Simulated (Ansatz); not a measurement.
# CH4O2SSi: the cost of one run

Program: Ansatz 0.2.0. Level of theory: UKS PBE0/6-31G*. These are calculated values, not measurements.

## 1. The system as given

Bond lengths: O1–C2 1.405 Å, C2–S3 1.726 Å, C2–Si4 1.779 Å, S3–Si4 2.214 Å, Si4–O5 1.693 Å, O1–H6 1.029 Å, C2–H7 1.108 Å, Si4–H8 1.474 Å, O5–H9 0.971 Å. Angles (14 of 15 angles, heavy atoms first): O1–C2–S3 114.7°, O1–C2–Si4 119.1°, S3–C2–Si4 78.3°, C2–S3–Si4 51.9°, C2–Si4–S3 49.8°, C2–Si4–O5 118.1°, S3–Si4–O5 100.5°, O1–C2–H7 112.4°, S3–C2–H7 116.4°, Si4–C2–H7 112.0°, C2–O1–H6 110.2°, C2–Si4–H8 124.9°, S3–Si4–H8 103.4°, O5–Si4–H8 113.2°.

Structure file:

```xyz
9

O     0.8593    1.4916   -0.2665
C     0.7823    0.1072   -0.4920
S    -0.5883   -0.3995   -1.4112
Si   -0.0809   -0.9133    0.6822
O    -1.4092   -0.2461    1.4933
H     0.5513    2.0053   -1.1036
H     1.7588   -0.3287   -0.7813
H    -0.0806   -2.3872    0.6806
H    -1.7042    0.6243    1.1814
```

## 2. End point A

input.yaml reads:

```yaml
crystal:
  periodic: [false, false, false]
  atoms:
    - { symbol: O, position_ang: [0.8593, 1.4916, -0.2665] }
    - { symbol: C, position_ang: [0.7823, 0.1072, -0.492] }
    - { symbol: S, position_ang: [-0.5883, -0.3995, -1.4112] }
    - { symbol: Si, position_ang: [-0.0809, -0.9133, 0.6822] }
    - { symbol: O, position_ang: [-1.4092, -0.2461, 1.4933] }
    - { symbol: H, position_ang: [0.5513, 2.0053, -1.1036] }
    - { symbol: H, position_ang: [1.7588, -0.3287, -0.7813] }
    - { symbol: H, position_ang: [-0.0806, -2.3872, 0.6806] }
    - { symbol: H, position_ang: [-1.7042, 0.6243, 1.1814] }
magnetization:
  spin_polarized: true
basis:
  gaussian: { orbitals: "6-31G*" }
hamiltonian:
  xc: pbe0
relax:
  f_tol: 0.02
  max_steps: 50
output:
  orbitals: {}
```

Run with:

```
$ ansatz run input.yaml --threads 2 --pin off --max-ram 3072MiB --backend cpu --events-out ev --progress --plain --runs-dir out
```

**Question.** How long does this run take on 2 threads of Arm Neoverse N1, shared host, and how much memory does it need?

About 68 s, with a peak of 0.26 GiB.
